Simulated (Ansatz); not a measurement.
# AlBrH2OZn: the cost of one run

The runs use Ansatz 0.2.0, Gaussian basis; the settings change from run to run.

## 1. The molecule

The geometry comes from an earlier relaxation with PBE0-D4 in a triple-zeta def2 set; it is a stationary point.

6 atoms, charge 0, spin multiplicity 1.

Atoms are counted from 1 here; the program's logs count them from 0.

Bond lengths: O1–Al2 1.695 Å, O1–H5 0.956 Å, Al2–Br4 2.278 Å, Al2–H6 1.571 Å. Angles: Al2–O1–H5 122.7°, O1–Al2–Br4 118.4°, O1–Al2–H6 119.2°, Br4–Al2–H6 120.2°.

## 2. LC-wPBE/ANO-RCC-VTZP

This run has atoms shaken by 0.03 Å, finite nuclei.

in.yaml

```yaml
crystal:
  periodic: [false, false, false]
  atoms:
    - {symbol: O, position_ang: [-0.419599, 1.133896, -0.778797]}
    - {symbol: Al, position_ang: [-0.072425, 0.204871, 0.488285]}
    - {symbol: Zn, position_ang: [2.123492, -1.281000, -0.654480]}
    - {symbol: Br, position_ang: [-1.351071, -1.709210, 0.764583]}
    - {symbol: H, position_ang: [-0.994790, 0.862608, -1.527545]}
    - {symbol: H, position_ang: [0.792669, 0.712273, 1.690027]}
basis:
  gaussian: {orbitals: ANO-RCC-VTZP, nuclear_model: gaussian}
hamiltonian: {xc: {name: LC-wPBE}}
output: {forces: true}
```

Launch:

```sh
$ ansatz run in.yaml --threads 4 --pin off --events-out ev --progress --plain --max-ram 10444MiB
```

Q: Estimate wall time and peak memory on 4 threads of Arm Neoverse V2, shared host.

About 7.5 s, with a peak of 0.61 GiB.
